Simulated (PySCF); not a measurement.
**The bond of SnCl, level by level**

One table from this session's results is given with a row withheld; the runs are named, their logs left out.

The runs use PySCF 2.14.0; Sn def2-SVPD with ECP28, Cl def2-SVPD, scalar-relativistic core potentials.

The first run:

A driver script around PySCF takes these settings:

```
atoms                         : Sn, Cl
charge                        : 0
basis                         : Sn def2-SVPD with ECP28, Cl def2-SVPD
Hamiltonian                   : scalar-relativistic core potentials
basis functions               : 59
electrons treated             : 39
masses in u                   : 119.9022, 34.9689
levels                        : PBE0, PBE, r²SCAN, BP86, TPSS, BLYP, CAM-B3LYP, HF, MP2, SCS-MP2, CCSD, CCSD(T)
grid                          : 80 radial by 434 angular points
occupations                   : held fixed by the projection of orbital angular momentum
dissociation limit            : Sn + Cl, each in its ground configuration
starting distance in angstrom : 2.320
values of 2S to try           : 1, 3
```

Started as:

```sh
$ OMP_NUM_THREADS=1 python dia.py task.json out
```

Among the steps run: Set-up; First curve: PBE0; Excited determinants; PBE; r²SCAN (meta-GGA); BP86; TPSS; BLYP (GGA); CAM-B3LYP (range-separated hybrid); UHF (mean field); MP2 and coupled cluster.

One table of the session follows, with a row left open; its other results are not shown here.

Energy (eV) from each level's lowest point:

```
R (Å)    UHF  UHF-MP2  UHF-SCS-MP2  UHF-CCSD  UHF-CCSD(T)
2.079  1.157    1.135        1.166       n/a          n/a
2.176  0.526    0.512        0.534     0.530        0.541
2.273  0.176    0.168        0.181     0.179        0.185
2.345  0.046    0.042        0.049     0.047        0.050
2.418  0.000    0.000        0.000     0.000        0.000
2.490  0.017    0.021        0.015     0.016        0.013
2.587  0.109    0.119        0.105     0.108        0.101
2.708      ?        ?            ?         ?            ?
2.853  0.589    0.614        0.582     0.589        0.572
3.047  1.013    1.050        1.009       n/a          n/a
```

Estimate the missing values for R (Å) = 2.708.

Worked estimate for «UHF». A straight line through the neighbours (2.587, 0.109) and (2.853, 0.589) gives 0.109 + (0.589 − 0.109) × (2.708 − 2.587) / (2.853 − 2.587) = 0.327; a parabola fitted to 4 rows on both sides gives 0.310.

As computed: UHF: 0.300; UHF-MP2: 0.316; UHF-SCS-MP2: 0.294; UHF-CCSD: 0.298; UHF-CCSD(T): 0.287. In «UHF» the line misses by +0.027 and the parabola by +0.010.

Caveats from the session: Lowest PBE0 solution found, without spin–orbit coupling: ²Π (doublet), unpaired electrons π ↑. Warnings in the runs' records: inverted.
